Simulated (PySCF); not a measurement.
# Towards the basis-set limit for KRb

What constants does extrapolated CCSD(T) give for KRb, and what does each step add?

Computed with PySCF 2.14.0. Level: CCSD(T) on RHF, spin-free X2C with a Gaussian nucleus.

## (1) Set-up

- molecule: KRb
- state: singlet, unpaired electrons none
- smaller basis: K cc-pwCVDZ-X2C, Rb cc-pwCVDZ-X2C
- larger basis: K cc-pwCVTZ-X2C, Rb cc-pwCVTZ-X2C
- frozen core orbitals: 19
- extrapolation: correlation as n⁻³ (n = 2, 3), Hartree–Fock as (n+1)·exp(−9√n)
- corrections: none
- distances (Å): 3.6607, 3.8271, 3.9935, 4.1599, 4.3263, 4.5343, 4.7423
- masses (u): 38.9637, 84.9118
- dissociation limit: K + Rb

Command:

```
OMP_NUM_THREADS=4 python comp.py task.json out
```

## (2) Coupled cluster at each distance

Before running it: what results should come out? Wanted: for each run, Re; ωe; ωexe; αe; De.

The runs gave:

```
                 level  Re (Å)  ωe (cm⁻¹)  ωexe (cm⁻¹)  αe (cm⁻¹)  De (eV)
CCSD(T), smaller basis  4.1634       72.0        0.211   0.000114    0.480
 CCSD(T), larger basis  4.0786       75.8        0.212   0.000111    0.515
                HF/CBS  4.3546       70.5        0.131   7.45e-05   -0.132
               MP2/CBS  3.9823       83.0        0.171   8.49e-05    0.434
              CCSD/CBS  4.0712       78.2        0.182   9.42e-05    0.446
           CCSD(T)/CBS  4.0446       77.4        0.212   0.000111    0.530
```

**Reading.** The last step gives Re = 4.0446 Å, ωe = 77.4 cm⁻¹ and De = 0.530 eV; the smaller basis alone is off from it by +118.8 mÅ and -0.05 eV. Near the minimum the mean field is unbound by 0.17 eV and correlation adds 0.70 eV of binding. T1 is 0.015. Spin–orbit coupling and excitations beyond (T) are left out.
